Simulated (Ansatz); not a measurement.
# CHBClF: the cost of one run

Program: Ansatz 0.2.0. Level of theory: RKS BLYP-D4/def2-SVP. These are calculated values, not measurements.

**1. The system as given**

Bond lengths: F1–C2 1.369 Å, C2–B3 1.396 Å, B3–Cl4 1.630 Å, C2–H5 1.085 Å. Angles: F1–C2–B3 127.1°, F1–C2–H5 109.7°, B3–C2–H5 123.1°, C2–B3–Cl4 173.9°.

As a file:

```xyz
5

F     0.8799    1.5133   -0.3944
C    -0.0551    0.5961    0.0055
B     0.0693   -0.7943   -0.0060
Cl    0.0538   -2.4236    0.0465
H    -0.9479    1.1084    0.3484
```

**2. Preparing the start**

Input file input.yaml:

```yaml
crystal:
  periodic: [false, false, false]
  atoms:
    - { symbol: F, position_ang: [0.87985, 1.51335, -0.39443] }
    - { symbol: C, position_ang: [-0.05508, 0.59611, 0.00554] }
    - { symbol: B, position_ang: [0.06928, -0.79429, -0.00603] }
    - { symbol: Cl, position_ang: [0.05383, -2.42355, 0.04652] }
    - { symbol: H, position_ang: [-0.94788, 1.10837, 0.3484] }
basis:
  gaussian: { orbitals: def2-SVP }
hamiltonian:
  xc: blyp
  dispersion: d4
relax:
  f_tol: 0.02
  max_steps: 40
scf:
  lower_state_search: "off"
```

On the command line:

```sh
$ ansatz run input.yaml --threads 1 --pin off --max-ram 2048MiB --backend cpu --events-out ev --progress --plain --runs-dir out
```

Q: Estimate wall time and peak memory on 1 thread of Arm Neoverse V1, shared host.

About 7.5 s, with a peak of 0.13 GiB.
